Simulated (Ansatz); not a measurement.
**AsH₄− (singlet): geometry optimisation**

Where does this start of AsH₄− (singlet) end when it is relaxed?

Computed with Ansatz 0.2.0, Gaussian basis. Level: RKS PBE0/def2-TZVPD.

### 1 The system as given

5 atoms, charge -1, spin multiplicity 1.

Atoms are counted from 1 here; the program's logs count them from 0.

Bond lengths: As1–H2 1.736 Å, As1–H3 1.482 Å, As1–H4 1.482 Å. Angles: H2–As1–H3 85.5°, H2–As1–H4 85.5°, H3–As1–H4 91.5°.

Geometry (Å):

| atom | x (Å) | y (Å) | z (Å) |
| --- | --- | --- | --- |
| As1 | 0.0325 | 0.0047 | 0.0048 |
| H2 | -0.2913 | 1.2133 | 1.2076 |
| H3 | -1.0021 | -0.7980 | 0.6993 |
| H4 | -0.9956 | 0.7006 | -0.8049 |
| H5 | -0.1253 | -1.4635 | -1.4587 |

The start was built by rule and, where that kept it together, relaxed with GFN2-xTB. Sticks and bond lists go by distance. No spin-orbit coupling is included. 

### 2 The run

File in.yaml:

```yaml
crystal:
  periodic: [false, false, false]
  atoms:
    - {symbol: As, position_ang: [0.032481, 0.004677, 0.004800]}
    - {symbol: H, position_ang: [-0.291303, 1.213280, 1.207578]}
    - {symbol: H, position_ang: [-1.002121, -0.798038, 0.699250]}
    - {symbol: H, position_ang: [-0.995644, 0.700615, -0.804918]}
    - {symbol: H, position_ang: [-0.125281, -1.463497, -1.458671]}
basis:
  gaussian: {orbitals: def2-TZVPD}
total_charge: -1
hamiltonian: {xc: pbe0}
relax: {f_tol: 0.004, max_steps: 80}
```

Command:

```
> ansatz run in.yaml --threads 1 --pin off --events-out ev --progress --plain --max-ram 2176MiB
```

Before running it: what results should come out? Wanted: energy gained; shift from the start; total energy.

**Answer**, as computed:

| quantity | value |
| --- | --- |
| steps | 7 |
| energy gained | 0.083 eV |
| shift from the start (rms) | 0.098 Å |
| total energy | -60897.1295 eV |

What this shows: By distance, As1–H2 opened. As1–H2 went from 1.736 to 1.846 Å. No vibrations were run, so this is a stationary point, not a proven minimum, and this spin need not be the ground state's.
